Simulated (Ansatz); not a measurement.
# B₂H₂F₄: small, medium and large basis sets

One table from this session's results is given with a row withheld; the runs are named, their logs left out.

Method: one geometry, several basis sets; program: Ansatz 0.2.0, Gaussian basis.

Plan: PBE0-D4/def2-SVP; ωB97M-V/def2-SVP; PBE0-D4/def2-QZVPP; ωB97M-V/def2-QZVPP; the functionals' def2-TZVPP values are taken from earlier runs.

## The relaxed structure

An earlier PBE0-D4 in a triple-zeta def2 set relaxation fixed the geometry.

SMILES `F[B@H-]1[F+][B@H-](F)[F+]1`, 8 atoms, charge 0, spin multiplicity 1.

Atoms are counted from 1 here; the program's logs count them from 0.

Bond lengths: F1–B2 1.319 Å, B2–F3 1.544 Å, B2–F6 1.545 Å, B2–H7 1.187 Å, F3–B4 1.545 Å, B4–F5 1.319 Å, B4–F6 1.544 Å, B4–H8 1.187 Å. Angles: F1–B2–F3 109.7°, F1–B2–F6 109.7°, F1–B2–H7 122.2°, F3–B2–F6 87.0°, F3–B2–H7 111.3°, F6–B2–H7 111.3°, B2–F3–B4 93.0°, F3–B4–F5 109.7°, F3–B4–F6 87.0°, F3–B4–H8 111.3°, F5–B4–F6 109.7°, F5–B4–H8 122.2°, F6–B4–H8 111.3°, B2–F6–B4 93.0°.

The first run:

Contents of in.yaml:

```yaml
crystal:
  periodic: [false, false, false]
  atoms:
    - {symbol: F, position_ang: [1.054885, -1.462216, 1.057741]}
    - {symbol: B, position_ang: [0.988942, -0.304839, 0.428948]}
    - {symbol: F, position_ang: [0.248461, -0.482636, -0.914725]}
    - {symbol: B, position_ang: [-0.988935, 0.304843, -0.428940]}
    - {symbol: F, position_ang: [-1.055012, 1.462195, -1.057766]}
    - {symbol: F, position_ang: [-0.248418, 0.482722, 0.914693]}
    - {symbol: H, position_ang: [1.932211, 0.405936, 0.310323]}
    - {symbol: H, position_ang: [-1.932144, -0.406005, -0.310264]}
basis:
  gaussian: {orbitals: def2-SVP}
hamiltonian: {xc: pbe0, dispersion: d4}
output: {orbitals: {seedname: orbitals}}
```

Run with:

```sh
ansatz run in.yaml --threads 4 --pin off --events-out ev --progress --plain --max-ram 10444MiB
```

Steps of the session up to this table: PBE0-D4 in def2-SVP; ωB97M-V in def2-SVP; PBE0-D4 in def2-QZVPP; ωB97M-V in def2-QZVPP.

One table of the session follows, with a row left open; its other results are not shown here.

```
functional       basis  HOMO (eV)  LUMO (eV)
   PBE0-D4    def2-SVP     -10.30       1.15
   PBE0-D4  def2-TZVPP     -10.38       0.63
   PBE0-D4  def2-QZVPP     -10.39       0.42
   ωB97M-V    def2-SVP     -12.64       3.19
   ωB97M-V  def2-TZVPP          ?          ?
   ωB97M-V  def2-QZVPP     -12.77       1.66
```

Estimate the missing values for ωB97M-V, def2-TZVPP.

The run gave: HOMO (eV): -12.75; LUMO (eV): 2.27. In the column «HOMO (eV)» it lies between ωB97M-V, def2-QZVPP (-12.77) and ωB97M-V, def2-SVP (-12.64).
